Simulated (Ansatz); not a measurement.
# ClF4HHf: the cost of one run

Method: RKS PBE0-D4/def2-SVP, in Ansatz 0.2.0.

## Step 1: The system as given

Bond lengths: Hf1–Cl2 2.870 Å, Hf1–F3 1.980 Å, Hf1–F4 1.979 Å, Hf1–F5 1.979 Å, Hf1–F6 2.280 Å. Angles: Cl2–Hf1–F3 109.4°, Cl2–Hf1–F4 109.5°, Cl2–Hf1–F5 109.5°, Cl2–Hf1–F6 71.6°, F3–Hf1–F4 109.5°, F3–Hf1–F5 109.5°, F3–Hf1–F6 178.9°, F4–Hf1–F5 109.5°, F4–Hf1–F6 70.0°, F5–Hf1–F6 70.0°.

As a file:

```xyz
7

Hf    0.0000    0.0000    0.0000
Cl    0.0000    0.0000    2.8700
F     1.8671    0.0000   -0.6593
F    -0.9326    1.6157   -0.6593
F    -0.9326   -1.6157   -0.6593
F    -2.1637    0.0000    0.7189
H    -1.5793    0.0000    1.9315
```

## Step 2: Pulling towards end A

Springs on the bonds that form and break draw the guess towards this end; the thresholds are loose.

The input, input.yaml:

```yaml
crystal:
  periodic: [false, false, false]
  atoms:
    - { symbol: Hf, position_ang: [0.0, 0.0, 0.0] }
    - { symbol: Cl, position_ang: [0.0, 0.0, 2.87] }
    - { symbol: F, position_ang: [1.8671, 0.0, -0.6593] }
    - { symbol: F, position_ang: [-0.9326, 1.6157, -0.6593] }
    - { symbol: F, position_ang: [-0.9326, -1.6157, -0.6593] }
    - { symbol: F, position_ang: [-2.1637, 0.0, 0.7189] }
    - { symbol: H, position_ang: [-1.5793, 0.0, 1.9315] }
basis:
  gaussian: { orbitals: def2-SVP }
hamiltonian:
  xc: pbe0
  dispersion: d4
relax:
  f_tol: 0.15
  max_steps: 25
  restrain:
    - { distance: [0, 5], at: 3.18, k: 30.0 }
    - { distance: [6, 1], at: 2.57, k: 30.0 }
    - { distance: [0, 1], at: 2.52, k: 30.0 }
    - { distance: [6, 5], at: 0.92, k: 30.0 }
```

On the command line:

```console
$ ansatz run input.yaml --threads 2 --pin off --max-ram 3072MiB --backend cpu --events-out ev --progress --plain --runs-dir out
```

**Question.** How long does this run take on 2 threads of Arm Neoverse V2, shared host, and how much memory does it need?

About 27 s, with a peak of 0.26 GiB.
